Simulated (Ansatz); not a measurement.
# AlGe3H9: taking an electron away

One table from this session's results is given with a row withheld; the runs are named, their logs left out.

Program: Ansatz 0.2.0, Gaussian basis. Level of theory: unrestricted cation, the program's frozen cores in correlated methods. These are calculated values, not measurements.

Levels to be run: UKS PBE-D4/def2-TZVPP; UKS r2SCAN-D4/def2-TZVPP; UKS PBE0-D4/def2-TZVPP; UKS B3LYP-D4/def2-TZVPP; UKS wB97X-V/def2-TZVPP; UKS wB97M-V/def2-TZVPP; UKS B2PLYP/def2-TZVPP; UHF-CCSD(T)/def2-TZVPP; UHF-MP2/def2-QZVPP; extrapolation to the limit; then −ε(HOMO) from the neutral's earlier runs with LDA (SPW92), PBE-D4, revPBE-D4, BLYP-D4, r2SCAN-D4, B97M-V, PBE0-D4, B3LYP-D4, r2SCANh-D4, r2SCAN0-D4, HSE06-D4, BHLYP-D4, CAM-B3LYP-D4, LC-ωPBE, ωB97X-V, ωB97M-V.

### Structure used throughout

An earlier PBE0-D4 in a triple-zeta def2 set relaxation fixed the geometry.

13 atoms, charge 0, spin multiplicity 1.

Atoms are counted from 1 here; the program's logs count them from 0.

Bond lengths: Ge1–Al2 2.481 Å, Ge1–H5 1.544 Å, Ge1–H6 1.541 Å, Ge1–H7 1.541 Å, Al2–Ge3 2.481 Å, Al2–Ge4 2.481 Å, Ge3–H8 1.541 Å, Ge3–H9 1.541 Å, Ge3–H10 1.544 Å, Ge4–H11 1.541 Å, Ge4–H12 1.544 Å, Ge4–H13 1.541 Å. Angles: Al2–Ge1–H5 109.6°, Al2–Ge1–H6 113.3°, Al2–Ge1–H7 112.8°, H5–Ge1–H6 106.7°, H5–Ge1–H7 106.5°, H6–Ge1–H7 107.5°, Ge1–Al2–Ge3 120.5°, Ge1–Al2–Ge4 119.7°, Ge3–Al2–Ge4 119.8°, Al2–Ge3–H8 112.9°, Al2–Ge3–H9 113.3°, Al2–Ge3–H10 109.6°, H8–Ge3–H9 107.5°, H8–Ge3–H10 106.5°, H9–Ge3–H10 106.7°, Al2–Ge4–H11 113.1°, Al2–Ge4–H12 109.6°, Al2–Ge4–H13 113.1° and more.

Coordinates:

```xyz
13
AlGe3H9
Ge   -1.21334    1.97126   -0.89351
Al   -0.01495    0.00274    0.02427
Ge    1.79691    0.29812    1.69264
Ge   -0.59459   -2.27334   -0.77450
H    -0.49725    2.46325   -2.17025
H    -1.25729    3.16653    0.07809
H    -2.66537    1.65177   -1.30038
H     1.94523   -0.91072    2.63740
H     1.61811    1.55220    2.57012
H     3.14954    0.45566    0.96428
H    -1.15072   -2.28610   -2.21185
H    -1.69260   -2.87563    0.12909
H     0.59672   -3.25025   -0.73057
```

Set-up of the first run:

File in.yaml:

```yaml
crystal:
  periodic: [false, false, false]
  atoms:
    - {symbol: Ge, position_ang: [-1.213344, 1.971262, -0.893515]}
    - {symbol: Al, position_ang: [-0.014949, 0.002737, 0.024273]}
    - {symbol: Ge, position_ang: [1.796910, 0.298121, 1.692638]}
    - {symbol: Ge, position_ang: [-0.594591, -2.273341, -0.774503]}
    - {symbol: H, position_ang: [-0.497254, 2.463253, -2.170248]}
    - {symbol: H, position_ang: [-1.257291, 3.166526, 0.078086]}
    - {symbol: H, position_ang: [-2.665367, 1.651773, -1.300383]}
    - {symbol: H, position_ang: [1.945227, -0.910716, 2.637395]}
    - {symbol: H, position_ang: [1.618113, 1.552200, 2.570116]}
    - {symbol: H, position_ang: [3.149540, 0.455663, 0.964280]}
    - {symbol: H, position_ang: [-1.150724, -2.286097, -2.211853]}
    - {symbol: H, position_ang: [-1.692595, -2.875634, 0.129088]}
    - {symbol: H, position_ang: [0.596725, -3.250250, -0.730571]}
basis:
  gaussian: {orbitals: def2-TZVPP}
total_charge: 1
magnetization: {spin_polarized: true, initial_magnetization: 1}
hamiltonian: {xc: pbe, dispersion: d4}
```

Command:

```console
ansatz run in.yaml --threads 2 --pin off --events-out ev --progress --plain --max-ram 20480MiB --backend cuda --devices 0, --max-vram 18GiB
```

Among the steps run: Cation, UKS PBE-D4/def2-TZVPP; Cation, UKS r2SCAN-D4/def2-TZVPP; Cation, UKS PBE0-D4/def2-TZVPP; Cation, UKS B3LYP-D4/def2-TZVPP; Cation, UKS wB97X-V/def2-TZVPP; Cation, UKS wB97M-V/def2-TZVPP; Cation, UKS B2PLYP (frozen core)/def2-TZVPP; Cation, UHF-CCSD(T)/def2-TZVPP; Cation, UHF-MP2/def2-QZVPP.

One of the session's tables, all rows but one given; the rest of the session is left out.

For comparison, −ε(HOMO) of the neutral from earlier runs:

| functional | −ε(HOMO) (eV) |
| --- | --- |
| LDA (SPW92) | 6.42 |
| PBE-D4 | 6.33 |
| revPBE-D4 | 6.29 |
| BLYP-D4 | 6.18 |
| r2SCAN-D4 | 6.59 |
| B97M-V | 6.64 |
| PBE0-D4 | ? |
| B3LYP-D4 | 7.14 |
| r2SCANh-D4 | 6.95 |
| r2SCAN0-D4 | 7.49 |
| HSE06-D4 | 6.94 |
| BHLYP-D4 | 8.21 |
| CAM-B3LYP-D4 | 8.51 |
| LC-ωPBE | 9.77 |
| ωB97X-V | 9.46 |
| ωB97M-V | 9.25 |

Estimate the missing values for PBE0-D4.

**Answer.** −ε(HOMO) (eV): 7.32. In the column «−ε(HOMO) (eV)» it lies between B3LYP-D4 (7.14) and r2SCAN0-D4 (7.49).
